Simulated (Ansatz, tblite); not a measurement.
# [WS4]2-: removing an electron

The task here is to estimate one member of a computed series from the others.

Program: Ansatz 0.2.0, Gaussian basis. Level of theory: as each input shows. These are calculated values, not measurements.

Levels to be run: charge -1 doublet, at the geometry of the singlet (PBE0-D4/def2-TZVPD, PBE-D4/def2-TZVPD, r2SCAN-D4/def2-TZVPD, BLYP-D4/def2-TZVPD, revPBE-D4/def2-TZVPD, B97M-V/def2-TZVPD, r2SCAN0-D4/def2-TZVPD, B3LYP-D4/def2-TZVPD, CCSD(T)/def2-SVPD); charge -1 doublet, relaxed (PBE0-D4/def2-TZVPD, PBE-D4/def2-TZVPD); the starting singlet's energies come from earlier runs.

## The relaxed structure

The geometry is that of the singlet, from an earlier relaxation (PBE0-D4/def2-SVPD).

5 atoms, charge -2, spin multiplicity 1.

Atoms are counted from 1 here; the program's logs count them from 0.

Bond lengths: W1–S2 2.218 Å, W1–S3 2.219 Å, W1–S4 2.219 Å, W1–S5 2.219 Å. Angles: S2–W1–S3 109.5°, S2–W1–S4 109.5°, S2–W1–S5 109.5°, S3–W1–S4 109.5°, S3–W1–S5 109.5°, S4–W1–S5 109.5°.

Formally the metal is d0. W takes a core potential in the def2 sets. No spin-orbit coupling is included. The ion is computed in the gas phase, without counter-ions or solvent.

Set-up of the first run:

Input file in.yaml:

```yaml
crystal:
  periodic: [false, false, false]
  atoms:
    - {symbol: W, position_ang: [0.000053, -0.000011, -0.000024]}
    - {symbol: S, position_ang: [0.010446, -0.017539, 2.218381]}
    - {symbol: S, position_ang: [2.088190, 0.010292, -0.749602]}
    - {symbol: S, position_ang: [-1.053435, 1.815219, -0.719701]}
    - {symbol: S, position_ang: [-1.045255, -1.807962, -0.749043]}
basis:
  gaussian: {orbitals: def2-SVP}
total_charge: -1
magnetization: {spin_polarized: true, initial_magnetization: 1}
hamiltonian: {xc: pbe0, dispersion: d4}
output: {orbitals: {seedname: orbitals}}
```

Launch:

```sh
$ ansatz run in.yaml --threads 2 --pin off --events-out ev --progress --plain --max-ram 4352MiB
```

Among the steps run: Charge -1 doublet at the fixed geometry, first pass, PBE0-D4/def2-SVP; Charge -1 doublet at the fixed geometry, PBE0-D4/def2-TZVPD; Charge -1 doublet at the fixed geometry, PBE-D4/def2-TZVPD; Charge -1 doublet at the fixed geometry, r2SCAN-D4/def2-TZVPD; Charge -1 doublet at the fixed geometry, BLYP-D4/def2-TZVPD; Charge -1 doublet at the fixed geometry, revPBE-D4/def2-TZVPD; Charge -1 doublet at the fixed geometry, B97M-V/def2-TZVPD; Charge -1 doublet at the fixed geometry, r2SCAN0-D4/def2-TZVPD; Charge -1 doublet at the fixed geometry, B3LYP-D4/def2-TZVPD; Charge -1 doublet at the fixed geometry, CCSD(T)/def2-SVPD.

One table of the session follows, with a row left open; its other results are not shown here.

It belongs to the step «Vertical ionisation energy». Beside −ε(HOMO) of the starting state:

| level | −ε(HOMO) (eV) | by difference (eV) | mismatch (eV) |
| --- | --- | --- | --- |
| PBE-D4/def2-TZVPD | -2.76 | -0.56 | -2.20 |
| revPBE-D4/def2-TZVPD | -2.81 | -0.59 | -2.22 |
| BLYP-D4/def2-TZVPD | ? | ? | ? |
| r2SCAN-D4/def2-TZVPD | -2.56 | -0.42 | -2.14 |
| B97M-V/def2-TZVPD | -2.47 | -0.34 | -2.13 |
| B3LYP-D4/def2-TZVPD | -2.00 | -0.34 | -1.66 |
| PBE0-D4/def2-TZVPD | -1.80 | -0.33 | -1.47 |
| r2SCAN0-D4/def2-TZVPD | -1.65 | -0.28 | -1.38 |

Estimate the missing values for BLYP-D4/def2-TZVPD.

As computed: −ε(HOMO) (eV): -2.91; by difference (eV): -0.70; mismatch (eV): -2.21. In the column «−ε(HOMO) (eV)» it is the lowest.

Limits of these values: CCSD(T)/def2-SVPD is no safe reference here (spin contamination). A small anion of this charge may not be bound in the gas phase; the finite basis can hold electrons that would leave.
